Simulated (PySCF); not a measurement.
**How the numerical set-up moves the result for InS**

The method stays; parts of the set-up, such as the basis or the Hamiltonian, are changed.

Method: each script names its method and basis; program: PySCF 2.14.0.

1 further run of the same task is left out (it didn't finish).

### 1 The starting structure

InS: 2 atoms, charge 0, spin multiplicity 2.

Bond lengths: In1–S2 2.375 Å.

### 2 The base run

input.py reads:

```python
from pyscf import gto, dft

mol = gto.M(
    atom='In 0 0 0; S 0 0 2.375',
    basis='def2-svpd',
    ecp={'In': 'def2-svpd'},
    charge=0,
    spin=1,
    verbose=3,
)
mf = dft.UKS(mol, xc='o3lyp')
mf.kernel()
mf.stability(internal=True, external=True)
mf.dip_moment()
print('orbital energies (hartree):', [e[max(0, n-3):n+3].round(4) for e, n in zip(mf.mo_energy, mol.nelec)])
```

Command:

```bash
$ OMP_NUM_THREADS=1 python input.py
```

### 3 Integration grid 4

Variant 1 changes integration grid: default → 4.

Edit input.py of step 2 so:

```diff
@@ -11,2 +11,3 @@
 mf = dft.UKS(mol, xc='o3lyp')
+mf.grids.level = 4
 mf.kernel()
```

### 4 Core potential off

Variant 2 changes core potential: on → off. The core potential changes with it: totals don't compare.

Edit input.py of step 2 so:

```diff
@@ -5,3 +5,2 @@
     basis='def2-svpd',
-    ecp={'In': 'def2-svpd'},
     charge=0,
```

### 5 Integration grid 2

Variant 3 changes integration grid: default → 2.

Edit input.py of step 2 so:

```diff
@@ -11,2 +11,3 @@
 mf = dft.UKS(mol, xc='o3lyp')
+mf.grids.level = 2
 mf.kernel()
```

**Question.** What will these runs give? Wanted: for each run, E(SCF); from base; gap, α spin; SCF dipole; after the SCF.

As calculated:

| run | E(SCF) (hartree) | from base (eV) | gap, α spin (eV) | SCF dipole (D) | functions | after the SCF |
| --- | --- | --- | --- | --- | --- | --- |
| base | -588.426125 | 0 | n/a | 4.76 | 59 | unstable: UHF/UKS -> GHF/GKS |
| integration grid 4 | -588.426122 | +0.0001 | n/a | 4.76 | 59 | unstable: UHF/UKS -> GHF/GKS |
| core potential off (poor choice) | -1950.638617 | not comparable | 0.54 | 7.69 | 59 | stable |
| integration grid 2 | -588.426114 | +0.0003 | n/a | 4.76 | 59 | unstable: UHF/UKS -> GHF/GKS |

In words: Of the runs whose energies can be compared, “integration grid 2” moves the SCF energy most (+0.00028 eV). Rows marked «poor choice» come from settings spoiled on purpose.
